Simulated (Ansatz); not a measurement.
# In5O: the cost of one run

Program: Ansatz 0.2.0. Level of theory: DFT PBE, scalar-relativistic, plane waves, PAW. These are calculated values, not measurements.

1 further run of the same task is left out (set aside as unsound or not needed). Runs told in other sessions of the task aren't counted.

### 1 The starting structure

The structure is cubic, space group F-43m (No. 216). Conventional cell: a = 7.754 Å, b = 7.754 Å, c = 7.754 Å, α = 90.00°, β = 90.00°, γ = 90.00°. In (site symmetry 3m) is surrounded by 9 In at 2.74 to 3.21 Å and 3 O at 3.21 Å. Around In (site symmetry -43m) lie 12 In at 3.21 Å and 4 O at 3.36 Å. Around O (site symmetry -43m) lie 16 In at 3.21 to 3.36 Å.

As a file:

```
In O
1.0
     0.00000    3.87704    3.87704
     3.87704    0.00000    3.87704
     3.87704    3.87704    0.00000
In O
5 1
Direct
  0.12500 0.62500 0.62500
  0.62500 0.62500 0.62500
  0.62500 0.12500 0.62500
  0.62500 0.62500 0.12500
  0.25000 0.25000 0.25000
  0.00000 0.00000 0.00000
```

A structure generator made this guess: species swapped into a database cell of TmCu5 (F-43m, No. 216), with O on the Tm sites and In on the Cu sites. Lengths come from tabulated atomic sizes and are only a guess.

### 2 The guess as it stands, on a coarse mesh

File input.yaml:

```yaml
crystal:
  lattice:
    - [0.0, 3.87704179, 3.87704179]
    - [3.87704179, 0.0, 3.87704179]
    - [3.87704179, 3.87704179, 0.0]
  atoms:
    - { symbol: In, position: [0.125, 0.625, 0.625] }
    - { symbol: In, position: [0.625, 0.625, 0.625] }
    - { symbol: In, position: [0.625, 0.125, 0.625] }
    - { symbol: In, position: [0.625, 0.625, 0.125] }
    - { symbol: In, position: [0.25, 0.25, 0.25] }
    - { symbol: O, position: [0.0, 0.0, 0.0] }
basis:
  ecutwfc: 420
kpoints:
  mp_grid: { grid: [4, 4, 4] }
hamiltonian:
  xc: pbe
scf:
  occupations: { method: gaussian, width: 0.1 }
  lower_state_search: "off"
output:
  forces: true
  stress: true
  eigenvalues: true
```

On the command line:

```
$ ansatz run input.yaml --threads 1 --pin off --max-ram 2560MiB --backend cpu --events-out ev --progress --plain --runs-dir out
```

What time and memory should one allow on 1 thread of Intel Xeon at 2.50GHz (Skylake/Cascade Lake), shared host?

About 7.5 s, with a peak of 0.36 GiB.
